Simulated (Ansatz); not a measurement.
**RuCl (sextet): wave-function methods side by side, def2-SVP**

One table from this session's results is given with a row withheld; the runs are named, their logs left out.

Method: def2-SVP, core rule «outside noble gas», up to 9 orbitals frozen; program: Ansatz 0.2.0, Gaussian basis.

To be run: UHF; CCSD(T) on ROHF; CCSD(T) on UHF; CISD as a restricted active space (open shells left free, so some higher excitations enter); CCSDT(Q) on ROHF; CCSDT(Q) on UHF; CASSCF and MRCISD+Q, 15 electrons in 10 orbitals; CASSCF and NEVPT2, 15 electrons in 10 orbitals.

14 further runs of the same task are left out: 4 that didn't finish, 10 set aside as unsound or not needed. Runs told in other sessions of the task aren't counted.

### The system

The geometry is a PBE0/def2-TZVP stationary point (not a proven minimum). No spin-orbit coupling is included. Elements past krypton take def2 core potentials.

2 atoms, charge 0, spin multiplicity 6.

Atoms are counted from 1 here; the program's logs count them from 0.

Bond lengths: Ru1–Cl2 2.280 Å.

Set-up of the first run:

Input file in.yaml:

```yaml
crystal:
  periodic: [false, false, false]
  atoms:
    - {symbol: Ru, position_ang: [0.000000, 0.000000, 0.000000]}
    - {symbol: Cl, position_ang: [0.000000, 0.000000, 2.280400]}
basis:
  gaussian: {orbitals: def2-SVP}
magnetization: {spin_polarized: true, initial_magnetization: 5}
hamiltonian: {xc: hf}
output: {orbitals: {seedname: orbitals}}
```

Command:

```console
ansatz run in.yaml --threads 1 --pin off --events-out ev --progress --plain --max-ram 2393MiB
```

Steps of the session up to this table: UHF; CCSD(T) on ROHF; CCSD(T) on UHF; CISD as a restricted active space (open shells left free, so some higher excitations enter); CCSDT(Q) on ROHF; CCSDT(Q) on UHF; CASSCF and MRCISD+Q, 15 electrons in 10 orbitals; CASSCF and NEVPT2, 15 electrons in 10 orbitals.

One of the session's tables, all rows but one given; the rest of the session is left out.

It belongs to the step «Misses and costs». 

| method | from RCCSDT(Q) (meV) |
| --- | --- |
| ROHF | +7374.4 |
| UHF | +7258.1 |
| RMP2 | +793.2 |
| UMP2 | +716.2 |
| CISD | +735.8 |
| RCCSD | ? |
| UCCSD | +154.3 |
| RCCSD(T) | +37.2 |
| UCCSD(T) | -24.5 |
| RCCSDT | +10.0 |
| UCCSDT | -51.4 |
| RCCSDT(Q) | 0 |
| UCCSDT(Q) | -67.7 |
| CASSCF valence | +7343.6 |
| NEVPT2 valence | +1666.8 |
| MRCISD valence | +782.1 |
| MRCISD+Q valence | +215.0 |

Q: Estimate the row for RCCSD from the others.

The run gave: from RCCSDT(Q) (meV): +216.6. In the column «from RCCSDT(Q) (meV)» it lies between MRCISD+Q valence (+215.0) and UMP2 (+716.2).

To keep in mind: Restricted and unrestricted rows rest on different reference determinants; a gap between their highest levels can come from leftover correlation error, from unlike frozen cores or from another state.
